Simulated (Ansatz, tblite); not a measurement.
# The cluster Cd₇Te₇H₂₀: rung by rung

The task here is to estimate one member of a computed series from the others.

Program: Ansatz 0.2.0, Gaussian basis. Level of theory: as each input shows. These are calculated values, not measurements.

Plan: GFN1-xTB, GFN2-xTB, PBE-D4/def2-TZVP, r2SCAN-D4/def2-TZVP, r2SCANh-D4/def2-TZVP, BHLYP-D4/def2-TZVP, HF/def2-TZVP, PBE-D4/def2-SVP, PBE0-D4/def2-SVP, MP2/def2-SVP, RPA/def2-SVP.

2 further runs of the same task are left out: 1 that didn't finish, 1 set aside as unsound or not needed.

**The structure**

The singlet was relaxed beforehand with r2SCAN-D4/def2-SVP.

34 atoms, charge 0, spin multiplicity 1.

Bond lengths: Cd1–Te9 3.213 Å, Cd1–Te10 3.137 Å, Cd1–H15 1.679 Å, Cd1–H16 1.795 Å, Cd2–Te8 2.979 Å, Cd2–Te11 2.981 Å, Cd2–Te12 2.970 Å, Cd2–H17 1.702 Å, Cd3–Te9 3.026 Å, Cd3–Te13 3.190 Å, Cd3–H18 1.687 Å, Cd3–H23 1.827 Å, Cd4–Te9 3.134 Å, Cd4–H16 1.927 Å, Cd4–H19 1.693 Å, Cd4–H20 1.861 Å, Cd5–Te10 3.136 Å, Cd5–Te14 3.031 Å and more. Angles: Te9–Cd1–Te10 78.6°, Te9–Cd1–H15 109.1°, Te9–Cd1–H16 91.7°, Te10–Cd1–H15 109.3°, Te10–Cd1–H16 92.9°, H15–Cd1–H16 151.9°, Te8–Cd2–Te11 99.3°, Te8–Cd2–Te12 102.5°, Te8–Cd2–H17 117.3°, Te11–Cd2–Te12 98.8°, Te11–Cd2–H17 117.8°, Te12–Cd2–H17 117.7°, Te9–Cd3–Te13 80.2°, Te9–Cd3–H18 111.2°, Te9–Cd3–H23 100.1°, Te13–Cd3–H18 112.8°, Te13–Cd3–H23 92.4°, H18–Cd3–H23 142.2° and more.

Cd, Te take a core potential in the def2 sets. No spin-orbit coupling is included.

PBE0-D4/def2-TZVP was run before; its log isn't repeated, and its numbers join the tables.

The first run:

Tight binding, by tblite at 300 K electronic temperature and without a spin-polarisation term:

```python
tblite.interface.Calculator('GFN1-xTB', numbers, positions, charge=0, uhf=0).singlepoint()
```

Tight binding, by tblite at 300 K electronic temperature and without a spin-polarisation term:

```python
tblite.interface.Calculator('GFN2-xTB', numbers, positions, charge=0, uhf=0).singlepoint()
```

start.molden holds the orbitals of an earlier run on this state, given as this run's starting guess.

in.yaml reads:

```yaml
crystal:
  periodic: [false, false, false]
  atoms:
    - {symbol: Cd, position_ang: [0.907187, -4.064479, 1.312475]}
    - {symbol: Cd, position_ang: [-2.552387, 2.406432, -2.190290]}
    - {symbol: Cd, position_ang: [2.150253, -1.914310, -2.249794]}
    - {symbol: Cd, position_ang: [-2.037004, -2.995817, 1.785025]}
    - {symbol: Cd, position_ang: [-0.614733, -0.499159, 3.840102]}
    - {symbol: Cd, position_ang: [2.018490, 1.720144, 1.692187]}
    - {symbol: Cd, position_ang: [3.985851, -0.973160, 0.088582]}
    - {symbol: Te, position_ang: [-3.281795, 0.415827, -0.097859]}
    - {symbol: Te, position_ang: [-0.483240, -2.046454, -0.765840]}
    - {symbol: Te, position_ang: [2.000898, -1.297199, 2.305270]}
    - {symbol: Te, position_ang: [-0.707031, 0.731555, -3.826816]}
    - {symbol: Te, position_ang: [-0.532892, 4.085302, -0.802729]}
    - {symbol: Te, position_ang: [1.946298, 1.103454, -1.237410]}
    - {symbol: Te, position_ang: [-0.817298, 2.038145, 2.195015]}
    - {symbol: H, position_ang: [2.136843, -4.898541, 0.530058]}
    - {symbol: H, position_ang: [-0.513507, -3.998016, 2.407754]}
    - {symbol: H, position_ang: [-3.826341, 3.200883, -2.991551]}
    - {symbol: H, position_ang: [1.920607, -2.063590, -3.914183]}
    - {symbol: H, position_ang: [-3.536386, -3.626529, 1.316657]}
    - {symbol: H, position_ang: [-1.627327, -1.390864, 2.632547]}
    - {symbol: H, position_ang: [-0.248773, -0.292748, 5.473350]}
    - {symbol: H, position_ang: [3.296322, 2.636932, 2.324785]}
    - {symbol: H, position_ang: [3.299357, -2.370139, -0.904473]}
    - {symbol: H, position_ang: [5.444704, -0.224434, 0.467065]}
    - {symbol: H, position_ang: [-4.175414, -0.443871, -1.223364]}
    - {symbol: H, position_ang: [-4.629285, 1.372316, 0.216428]}
    - {symbol: H, position_ang: [-1.068233, -3.262488, -1.742892]}
    - {symbol: H, position_ang: [3.079029, -1.423703, 3.567215]}
    - {symbol: H, position_ang: [-1.890484, 0.714858, -5.026498]}
    - {symbol: H, position_ang: [-0.066053, 2.103156, -4.533901]}
    - {symbol: H, position_ang: [-0.526658, 5.072222, -2.178225]}
    - {symbol: H, position_ang: [-1.759681, 5.046716, -0.186610]}
    - {symbol: H, position_ang: [3.287031, 1.985143, -1.692062]}
    - {symbol: H, position_ang: [-0.578369, 3.152417, 3.409961]}
basis:
  gaussian: {orbitals: def2-TZVP, fitting: {mean_field: def2-universal-jkfit}, initial_orbitals: start.molden}
hamiltonian: {xc: pbe, dispersion: d4}
scf: {omitted_lower_state_checks: [starts]}
output: {orbitals: {seedname: orbitals}}
```

Started as:

```console
ansatz run in.yaml --threads 2 --pin off --events-out ev --progress --plain --max-ram 20480MiB --backend cuda --devices 0, --max-vram 18GiB
```

Steps of the session up to this table: PBE-D4/def2-TZVP; r2SCAN-D4/def2-TZVP; r2SCANh-D4/def2-TZVP; BHLYP-D4/def2-TZVP; HF/def2-TZVP; PBE-D4/def2-SVP; PBE0-D4/def2-SVP; MP2/def2-SVP; RPA/def2-SVP.

One of the session's tables, all rows but one given; the rest of the session is left out.

It belongs to the step «Binding energy». 

```
               level  binding an atom (eV)
         HF/def2-SVP                 1.121
        HF/def2-TZVP                 1.127
     PBE-D4/def2-SVP                 1.820
    PBE-D4/def2-TZVP                 1.818
 r2SCAN-D4/def2-TZVP                 1.836
r2SCANh-D4/def2-TZVP                 1.829
    PBE0-D4/def2-SVP                 1.810
   PBE0-D4/def2-TZVP                     ?
  BHLYP-D4/def2-TZVP                 1.805
        MP2/def2-SVP                 1.635
```

Estimate the missing values for PBE0-D4/def2-TZVP.

The run gave: binding an atom (eV): 1.813. In the column «binding an atom (eV)» it lies between PBE0-D4/def2-SVP (1.810) and PBE-D4/def2-TZVP (1.818).

Limits of these values: Free atoms were run apart at each level; binding is atoms less cluster, divided by the number of atoms, without zero-point or spin-orbit terms.
